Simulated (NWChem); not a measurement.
**One shape, several levels: doublet CH4AlIn+**

Aim: a comparison of 6 runs (UHF/STO-3G, UHF/3-21G, UPBE0/def2-SVPD, UB3LYP/def2-SVPD, UM06-2X/def2-SVPD, USVWN5/def2-SVPD) of doublet CH4AlIn+. 

Program for the calculation: NWChem 7.3.0.

44 further runs of the same task are left out: 44 set aside as unsound or not needed.

## Step 1: The molecule

CH4AlIn+: 7 atoms, total charge +1, spin state doublet. SMILES of the parent species: `[CH2]1[AlH][InH]1`. Geometry: relaxed at PBE0-D4/def2-TZVP. That shape belongs to the parent species and isn't relaxed for this state.

Bond lengths: C1–Al2 1.874 Å, Al2–In3 2.543 Å, C1–H4 1.102 Å, C1–H5 1.092 Å, Al2–H6 1.584 Å, In3–H7 1.731 Å. Angles: C1–Al2–In3 65.0°, C1–Al2–H6 138.7°, In3–Al2–H6 138.8°, Al2–C1–H4 120.2°, Al2–C1–H5 127.0°, Al2–In3–H7 161.6°, H4–C1–H5 107.9°.

## Step 2: The energy at UHF/STO-3G (run 1)

Input file geom.nw:

```
START geom
TITLE "CH4AlIn hf"
memory total 2200 mb
charge 1

GEOMETRY units bohr noautosym nocenter noautoz
C  -1.15840211  0.25019974 -1.24230595
Al -0.86020333  1.72928838  1.96134674
In  2.32304033 -1.74686283  1.02819998
H  -1.69489536 -1.75290995 -1.42636528
H  -1.63688077  1.20054301 -3.01033372
H  -0.92143046  4.45673009  3.19174742
H   3.94858274 -4.13698843 -0.50228920
END

BASIS spherical bse
* library STO-3G
END

SCF
doublet
uhf
thresh 1e-08
maxiter 80
END

TASK scf energy
```

On the command line:

```bash
nwchem geom.nw > geom.out
```

Output:

```text
[...]
  functions       =    45
[...]
  wavefunction    = UHF
[...]
         Total SCF energy =  -5961.404177778238
      One electron energy =  -8797.416455832987
      Two electron energy =   2558.113528168738
 Nuclear repulsion energy =    277.898749886010
                       Sz =      0.5000
                 Sz(Sz+1) =      0.7500
                      S^2 =      0.7974
[...]
```

Wall time 13 s (1 thread of AMD EPYC 7R43 (Zen 3), shared host); peak memory 0.094 GiB.

## Step 3: A single-point energy at UHF/3-21G (run 2)

Input file a.nw:

```
echo
start a
memory stack 880 mb heap 220 mb global 1100 mb
charge 1

geometry noautosym nocenter noautoz
C     -0.613000     0.132400    -0.657400
Al    -0.455200     0.915100     1.037900
In     1.229300    -0.924400     0.544100
H     -0.896900    -0.927600    -0.754800
H     -0.866200     0.635300    -1.593000
H     -0.487600     2.358400     1.689000
H      2.089500    -2.189200    -0.265800
end

basis spherical bse
* library 3-21G
end

scf
doublet
uhf
thresh 1e-08
maxiter 80
end

task scf energy
```

On the command line:

```bash
nwchem a.nw > a.out
```

Output:

```text
[...]
  functions       =    61
[...]
  wavefunction    = UHF
[...]
         Total SCF energy =  -5994.979147336498
      One electron energy =  -8821.342690232806
      Two electron energy =   2548.464772986082
 Nuclear repulsion energy =    277.898769910227
                       Sz =      0.5000
                 Sz(Sz+1) =      0.7500
                      S^2 =      0.8018
[...]
```

Run time: 17 s. Hardware: 1 thread of AMD EPYC 7R43 (Zen 3), shared host; peak memory 0.094 GiB.

Run 3 isn't shown in full; the table further down has it.

## Step 4: A single-point energy at UB3LYP/def2-SVPD (core potential) (run 4)

Input file run.py:

```python
from ase import Atoms
from ase.calculators.nwchem import NWChem

atoms = Atoms(['C', 'Al', 'In', 'H', 'H', 'H', 'H'], positions=[
    [-0.613000, 0.132400, -0.657400],
    [-0.455200, 0.915100, 1.037900],
    [1.229300, -0.924400, 0.544100],
    [-0.896900, -0.927600, -0.754800],
    [-0.866200, 0.635300, -1.593000],
    [-0.487600, 2.358400, 1.689000],
    [2.089500, -2.189200, -0.265800],
])

calc = NWChem(
    label='sp',
    theory='dft',
    memory='2200 mb',
    basis='def2-SVPD',
    basispar='spherical bse',
    charge=1,
    dft={'xc': 'b3lyp', 'mult': '2', 'grid': 'fine', 'convergence': 'energy 1e-08', 'iterations': '100', 'mulliken': None},
    task='energy',
    **{'ecp bse': {'In library': 'def2-SVPD'}},
)
atoms.calc = calc

print("Total energy (eV):", round(atoms.get_potential_energy(), 6))
```

On the command line:

```bash
export ASE_NWCHEM_COMMAND="nwchem PREFIX.nwi > PREFIX.nwo"
python run.py
```

Output:

```text
Total energy (eV): -12863.097686
```

The calculator wrote sp.nwi:

```
title "sp"

permanent_dir sp

scratch_dir sp

start sp

geometry units angstrom nocenter noautosym noautoz
  C  -6.1299999999999999e-01 1.3239999999999999e-01 -6.5739999999999998e-01
  Al -4.5519999999999999e-01 9.1510000000000002e-01 1.0379000000000000e+00
  In 1.2293000000000001e+00 -9.2440000000000000e-01 5.4410000000000003e-01
  H  -8.9690000000000003e-01 -9.2759999999999998e-01 -7.5480000000000003e-01
  H  -8.6619999999999997e-01 6.3529999999999998e-01 -1.5930000000000000e+00
  H  -4.8759999999999998e-01 2.3584000000000001e+00 1.6890000000000001e+00
  H  2.0895000000000001e+00 -2.1892000000000000e+00 -2.6579999999999998e-01
end

charge 1

memory 2200 mb

basis spherical bse noprint
   * library def2-SVPD
end

dft
  xc b3lyp
  mult 2
  grid fine
  convergence energy 1e-08
  iterations 100
  mulliken
end
ecp bse
  In library def2-SVPD
end

task dft energy
```

sp.nwo:

```text
Northwest Computational Chemistry Package (NWChem) 7.3.0
             --------------------------------------------------------

           Job information
           ---------------

    nwchem branch   = 7.3.0
    use scalapack   = T
    input           = sp.nwi
    prefix          = sp.
    data base       = sp/sp.db
    status          = startup
    nproc           =        1

           Memory information
           ------------------

[... 5 lines left out ...]
    hardfail = no
[... 41 lines left out ...]
            Nuclear Dipole moment (a.u.)
[... 87 lines left out ...]
          Convergence on density requested:  1.00D-05
[... 28 lines left out ...]
          Convergence aids based upon iterative change in
[... 31 lines left out ...]
 2-e energy   =     376.058961
[... 58 lines left out ...]
           Coulomb energy =      427.171092157165
[... 781 lines left out ...]
                     DFT Final Beta Molecular Orbital Analysis
[... 888 lines left out ...]
     Multipole analysis of the density
     ---------------------------------

     L   x y z        total         alpha         beta         nuclear
     -   - - -        -----         -----         ----         -------
     0   0 0 0      1.000000    -22.000000    -21.000000     44.000000

     1   1 0 0      0.435581    -14.783052    -15.127532     30.346165
[... 8 lines of this table left out ...]
     2   0 0 2    -24.853537    -66.871457    -60.988736    103.006656

 Task  times  cpu:       60.3s     wall:       60.3s
 Total times  cpu:       60.4s     wall:       60.4s
```

It took 62 s on 1 thread of AMD EPYC 7R43 (Zen 3), shared host; peak memory 0.11 GiB.

Run 5 isn't shown in full; the table further down has it.

## Step 5: A single-point energy at USVWN5/def2-SVPD (core potential) (run 6)

Input file geom.xyz:

```xyz
7

C     -0.613000     0.132400    -0.657400
Al    -0.455200     0.915100     1.037900
In     1.229300    -0.924400     0.544100
H     -0.896900    -0.927600    -0.754800
H     -0.866200     0.635300    -1.593000
H     -0.487600     2.358400     1.689000
H      2.089500    -2.189200    -0.265800
```

Input file run.py:

```python
from ase.io import read
from ase.calculators.nwchem import NWChem

system = read('geom.xyz')

calc = NWChem(
    label='geom',
    theory='dft',
    memory='2200 mb',
    basis='def2-SVPD',
    basispar='spherical bse',
    charge=1,
    dft={'xc': 'slater vwn_5', 'mult': '2', 'grid': 'fine', 'convergence': 'energy 1e-08', 'iterations': '100', 'mulliken': None},
    task='energy',
    **{'ecp bse': {'In library': 'def2-SVPD'}},
)
system.calc = calc

print("Total energy (eV):", round(system.get_potential_energy(), 6))
```

On the command line:

```bash
export ASE_NWCHEM_COMMAND="nwchem PREFIX.nwi > PREFIX.nwo"
python run.py
```

Output:

```text
Total energy (eV): -12812.803536
```

The calculator wrote geom.nwi:

```
title "geom"

permanent_dir geom

scratch_dir geom

start geom

geometry units angstrom nocenter noautosym noautoz
  C  -6.1299999999999999e-01 1.3239999999999999e-01 -6.5739999999999998e-01
  Al -4.5519999999999999e-01 9.1510000000000002e-01 1.0379000000000000e+00
  In 1.2293000000000001e+00 -9.2440000000000000e-01 5.4410000000000003e-01
  H  -8.9690000000000003e-01 -9.2759999999999998e-01 -7.5480000000000003e-01
  H  -8.6619999999999997e-01 6.3529999999999998e-01 -1.5930000000000000e+00
  H  -4.8759999999999998e-01 2.3584000000000001e+00 1.6890000000000001e+00
  H  2.0895000000000001e+00 -2.1892000000000000e+00 -2.6579999999999998e-01
end

charge 1

memory 2200 mb

basis spherical bse noprint
   * library def2-SVPD
end

dft
  xc slater vwn_5
  mult 2
  grid fine
  convergence energy 1e-08
  iterations 100
  mulliken
end
ecp bse
  In library def2-SVPD
end

task dft energy
```

geom.nwo:

```text
Northwest Computational Chemistry Package (NWChem) 7.3.0
             --------------------------------------------------------

           Job information
           ---------------

    nwchem branch   = 7.3.0
    use scalapack   = T
    input           = geom.nwi
    prefix          = geom.
    data base       = geom/geom.db
    status          = startup
    nproc           =        1

           Memory information
           ------------------

[... 5 lines left out ...]
    hardfail = no
[... 41 lines left out ...]
            Nuclear Dipole moment (a.u.)
[... 87 lines left out ...]
          Convergence on density requested:  1.00D-05
[... 24 lines left out ...]
          Convergence aids based upon iterative change in
[... 31 lines left out ...]
 2-e energy   =     376.058961
[... 58 lines left out ...]
           Coulomb energy =      426.809660491062
[... 781 lines left out ...]
                     DFT Final Beta Molecular Orbital Analysis
[... 890 lines left out ...]
     Multipole analysis of the density
     ---------------------------------

     L   x y z        total         alpha         beta         nuclear
     -   - - -        -----         -----         ----         -------
     0   0 0 0      1.000000    -22.000000    -21.000000     44.000000

     1   1 0 0      0.533178    -14.917501    -14.895486     30.346165
[... 8 lines of this table left out ...]
     2   0 0 2    -24.594786    -66.980558    -60.620884    103.006656

 Task  times  cpu:       37.4s     wall:       37.4s
 Total times  cpu:       37.5s     wall:       37.5s
```

Run time: 39 s. Hardware: 1 thread of AMD EPYC 7R43 (Zen 3), shared host; peak memory 0.11 GiB.

## Step 6: Overview of the runs

| run | level | iteration cap | module | energy (Eh) | HOMO energy (eV) | LUMO energy (eV) | ⟨S²⟩ | wall time |
| --- | --- | --- | --- | --- | --- | --- | --- | --- |
| 1 | UHF/STO-3G | 80 | scf | -5961.404178 | -11.26 | -1.71 | 0.797 | 13 s |
| 2 | UHF/3-21G | 80 | scf | -5994.979147 | -13.74 | -5.64 | 0.802 | 17 s |
| 3 | UPBE0/def2-SVPD (core potential) | 100 | dft | -472.453945 | – | – | 0.770 | 60 s |
| 4 | UB3LYP/def2-SVPD (core potential) | 100 | dft | -472.710125 | -11.73 | -9.46 | 0.764 | 62 s |
| 5 | UM06-2X/def2-SVPD (core potential) | 100 | dft | -472.505341 | -12.71 | -8.44 | 0.767 | 86 s |
| 6 | USVWN5/def2-SVPD (core potential) | 100 | dft | -470.861849 | -11.08 | -10.41 | 0.754 | 39 s |

## Step 7: Results

| quantity | value |
| --- | --- |
| run 6: total energy | -470.86185 Eh |
| run 6: HOMO energy (highest over α and β) | -11.08 eV |
| run 6: LUMO energy (lowest over α and β) | -10.41 eV |
| run 6: ⟨S²⟩ | 0.754 |

Totals of different functionals can't be ranked against each other. Some runs of one species differ in core potentials or relativity; totals across that change don't compare. In run 1 the basis is minimal, so the values are rough. In runs 1, 2 relativity is left out where basis or elements ask for it. All runs together took 4.6 min, the longest 86 s.
